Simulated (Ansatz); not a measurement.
**CoF+ (sextet): from Hartree-Fock to the top rungs, def2-QZVPP**

The task here is to estimate one member of a computed series from the others.

The runs use Ansatz 0.2.0, Gaussian basis; def2-QZVPP, core rule «outside noble gas», up to 10 orbitals frozen.

The runs, in order: UHF; ROHF; CCSD(T) on UHF.

## The system

The geometry is a PBE0/def2-TZVP stationary point (not a proven minimum) of the parent state, kept for this charge and spin.

2 atoms, charge 1, spin multiplicity 6.

Atoms are counted from 1 here; the program's logs count them from 0.

Bond lengths: Co1–F2 1.776 Å.

The first run:

Contents of in.yaml:

```yaml
crystal:
  periodic: [false, false, false]
  atoms:
    - {symbol: Co, position_ang: [0.000000, 0.000000, 0.000000]}
    - {symbol: F, position_ang: [0.000000, 0.000000, 1.775600]}
basis:
  gaussian: {orbitals: "def2-QZVPP.json"}
total_charge: 1
magnetization: {spin_polarized: true, initial_magnetization: 5}
hamiltonian: {xc: hf}
output: {orbitals: {seedname: orbitals}}
```

The run is started by

```bash
$ ansatz run in.yaml --threads 1 --pin off --events-out ev --progress --plain --max-ram 4096MiB --backend cpu
```

Steps of the session up to this table: UHF; ROHF; CCSD(T) on UHF.

One table of the session follows, with a row left open; its other results are not shown here.

| method | from UCCSD(T) (meV) |
| --- | --- |
| ROHF | +14385.7 |
| UMP2 | ? |
| UCCSD | +777.2 |
| UCCSD(T) | 0 |

Estimate the missing values for UMP2.

The run gave: from UCCSD(T) (meV): +1117.4. In the column «from UCCSD(T) (meV)» it lies between UCCSD (+777.2) and ROHF (+14385.7).

Left out of the table: UHF (another determinant or state than the rows shown).

To keep in mind: Warnings: coupled cluster took another determinant than the lowest.
